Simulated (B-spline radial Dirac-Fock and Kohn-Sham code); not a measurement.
# Inner shells of Te¹⁸⁺

What does theory give for the Te¹⁸⁺ ion? The session works out its X-ray form factor and Compton profile and the binding energy of each subshell.

Method: a free atom or ion on a radial basis; each step names its model; computed with B-spline radial Dirac-Fock and Kohn-Sham code, version 2.

**1. The system**

Tellurium as Te¹⁸⁺ in the configuration [Ar] 3d10 4s2 4p4.

```yaml
nuclear_charge: 52
electrons: 34
mass_number: 130
nuclear_rms_radius: 4.7423 fm
```

**2. Scattering by the electron cloud**

Model: Dirac-Fock average of configuration, finite nucleus; form factor of the spherical density, Waller-Hartree incoherent function, impulse-approximation Compton profiles.

The run's settings:

```ini
task = scatter
Z = 52
charge = 18
configuration = 1s2 2s2 2p6 3s2 3p6 3d10 4s2 4p4
mass_number = 130
rms_radius = 4.7423  # fm
s = [0.0, 0.05, 0.06, 0.08, 0.09, 0.11, 0.14, 0.16, 0.2, 0.24, 0.29, 0.35, 0.42, 0.5, 0.61, 0.73, 0.88, 1.06, 1.28, 1.54, 1.86, 2.24, 2.69]  # 1/A
pz = [0, 0.1, 0.2, 0.3, 0.4, 0.5, 0.6, 0.8, 1.0, 1.2, 1.4, 1.6, 1.8, 2.0, 2.5, 3.0, 4.0, 5.0, 7.0, 10.0, 15.0, 20.0, 30.0, 40.0, 60.0, 100.0]  # a.u.
photon_energy = [1000, 2000, 5000, 8047.8, 10000, 200000, 500000, 1000000]  # eV
```

Results of the run (chosen fields of its result record, rounded):

```text
{
  "status": "converged",
  "form_factor [e]": [34.0, 33.899, 33.855, 33.744, 33.676, 33.519, 33.228, 33.0, 32.464, 31.835, 30.938, 29.735, 28.219, 26.426, 24.008, 21.582, 18.96, 16.347, 13.695, 11.09, 8.6308, 6.7574, 5.5649],
  "incoherent": [-3.622e-12, 0.10514, 0.15103, 0.26679, 0.33636, 0.49796, 0.79328, 1.0226, 1.5491, 2.1504, 2.9781, 4.0371, 5.3005, 6.7148, 8.5367, 10.335, 12.328, 14.413, 16.626, 18.901, 21.286, 23.581, 25.662],
  "compton_total [1/a.u.]": [2.7048, 2.7029, 2.6974, 2.6883, 2.6755, 2.6593, 2.6395, 2.59, 2.5281, 2.4554, 2.3736, 2.2851, 2.1922, 2.0975, 1.8675, 1.6671, 1.3781, 1.1781, 0.83417, 0.46693, 0.20709, 0.10715, 0.03688, 0.016002, 0.0042654, 0.00057839],
  "shells": ["1s1/2", "2s1/2", "2p1/2", "2p3/2", "3s1/2", "3p1/2", "3p3/2", "3d3/2", "3d5/2", "4s1/2", "4p1/2", "4p3/2"],
  "occupation": [2.0, 2.0, 2.0, 4.0, 2.0, 2.0, 4.0, 4.0, 6.0, 2.0, 1.3333, 2.6667],
  "mean_momentum [a.u.]": [48.058, 17.011, 22.746, 21.543, 8.3706, 9.9776, 9.6336, 11.468, 11.336, 4.5383, 5.0887, 4.9814],
  "r2 [bohr^2]": 5.4746,
  "r_inverse [1/bohr]": 299.72,
  "r1 [bohr]": 10.646,
  "coherent [b]": [763.14, 746.06, 646.84, 523.24, 452.61, 5.8174, 1.0179, 0.26111],
  "incoherent_cross_section [b]": [0.090087, 0.34766, 1.7744, 3.4825, 4.4893, 12.845, 9.6248, 7.1235],
  "radial_jk": {
    "4p": {"j0": [1.0, 0.98924, 0.98454, 0.97265, 0.96549, 0.94883, 0.91824, 0.89437, 0.8392, 0.77566, 0.68754, 0.57451, 0.44142, 0.2996, 0.14087, 0.028645, -0.028332, -0.018767, 0.025673, 0.052607, 0.040227, 0.01175, -0.0022857], "j2": [0.0, 0.0042956, 0.0061679, 0.010885, 0.013715, 0.020273, 0.032199, 0.0414, 0.062289, 0.085651, 0.11667, 0.15368, 0.19217, 0.2246, 0.24255, 0.22673, 0.17054, 0.088237, 0.0159, -0.01024, 0.0048825, 0.024521, 0.024219], "r2": 0.58669, "r4": 0.4878, "r6": 0.5294}
  }
}
```

Form factor and incoherent function, every second point:

```
s (1/Å)  f (e)  f / N    S(s)
      0  34.00  1.000       0
 0.0600  33.86  0.996  0.1510
 0.0900  33.68  0.990  0.3364
  0.140  33.23  0.977  0.7933
  0.200  32.46  0.955   1.549
  0.290  30.94  0.910   2.978
  0.420  28.22  0.830   5.301
  0.610  24.01  0.706   8.537
  0.880  18.96  0.558   12.33
   1.28  13.69  0.403   16.63
   1.86  8.631  0.254   21.29
   2.69  5.565  0.164   25.66
```

**3. Hole states by ΔSCF**

Model: Dirac-Fock average of configuration, Delta-SCF, finite nucleus, first-order Breit with its frequency dependence, self-energy and vacuum polarisation.

Settings, as recorded:

```ini
task = binding
```

Results of the run (chosen fields of its result record, rounded):

```text
{
  "status": "converged",
  "shells": ["K", "L1", "L2", "L3", "M1", "M2", "M3", "M4", "M5", "N1", "N2,3"],
  "total_energy_parts [Ha]": [-6664.60784, 5.5996657, -0.571801868, -0.0528411339, 3.84228943, -0.505033709],
  "koopmans [eV]": [32482.4, 5482.66, 5154.34, 4878.36, 1495.33, 1359.28, 1305.39, 1069.94, 1058.75, 588.255, 527.835],
  "dirac_coulomb [eV]": [32430.2, 5460.44, 5128.83, "-", 1490.41, 1353.97, "-", 1063.64, 1052.61, 587.745, 527.337],
  "gaunt [eV]": [-78.9355, -7.40263, -13.0535, "-", -1.19543, -2.17187, "-", -0.758772, -0.446491, -0.313202, -0.418125],
  "retardation [eV]": [5.74805, 0.508997, 1.45497, "-", 0.0810178, 0.247699, "-", 0.0686089, 0.0679066, 0.0299908, 0.0702917],
  "breit_frequency [eV]": [0.640227, -0.0629315, -0.00220052, "-", -0.0157718, -0.0109648, "-", -0.00798931, -0.00292185, -0.00417389, 0.00701285],
  "self_energy [eV]": [-42.5862, -5.2789, 0.361008, "-", -1.08951, 0.0760674, "-", 0.107923, 0.074574, -0.273984, 0.00697975],
  "vacuum_polarisation [eV]": [5.80196, 0.666743, -0.0171492, "-", 0.133023, -0.00561779, "-", -0.00978868, -0.00958509, 0.0334915, -0.00254516],
  "binding [eV]": [32320.9, 5448.87, 5117.57, "-", 1488.32, 1352.11, "-", 1063.04, 1052.3, 587.217, 527.0],
  "mean_radius [bohr]": [0.0278054, 0.119148, 0.100814, 0.106332, 0.317451, 0.30837, 0.319023, 0.289652, 0.293051, 0.696618, 0.727443]
}
```

total_energy_parts: Dirac-Coulomb, Gaunt, retardation, frequency dependence, self-energy, vacuum polarisation. Blank entries are hole states that did not converge, or in which two open shells of one symmetry are about equally filled, where the average of configuration falls too low.

Each level as Koopmans' value plus corrections (eV):

```csv
level,-ε,relaxation,Breit,QED,binding
1s,32482.4,-52.13,-72.55,-36.78,32320.9
2s,5482.7,-22.22,-6.96,-4.61,5448.9
2p1/2,5154.3,-25.51,-11.60,0.34,5117.6
3s,1495.3,-4.92,-1.13,-0.96,1488.3
3p1/2,1359.3,-5.31,-1.94,0.07,1352.1
3d3/2,1069.9,-6.31,-0.70,0.10,1063.0
3d5/2,1058.8,-6.14,-0.38,0.06,1052.3
4s,588.3,-0.51,-0.29,-0.24,587.2
4p,527.8,-0.50,-0.34,0.00,527.0
```

X-ray lines as differences of these levels:

```csv
line,energy (eV)
Kβ3 (K-M2),30968.8
Kα2 (K-L2),27203.3
Lγ5 (L2-N1),4530.4
Lβ4 (L1-M2),4096.8
Lβ1 (L2-M4),4054.5
Lη (L2-M1),3629.3
```

**4. Outcome**

```
                             quantity         value
     rms radius of the electron cloud    0.401 bohr
                form factor halves at       1.0 1/Å
              Compton profile at zero  2.705 1/a.u.
         deepest level listed, K (1s)    32320.9 eV
               least bound, N2,3 (4p)      527.0 eV
ionisation energy, NIST (theoretical)    522.000 eV
```

In words: The form factor starts at the 34 electrons and halves by s = 1.0 1/Å. Incoherent scattering outweighs coherent from 200 keV on, among the energies asked. For K (1s), relaxation takes off 52.1 eV, Breit terms shift it by -72.55 and QED by -36.78 eV. NIST's ionisation energy differs by -5.00 eV from the least binding energy; the calculation averages open shells over their j components and terms. The Hartree-Fock and Dirac-Fock values hold no electron correlation.
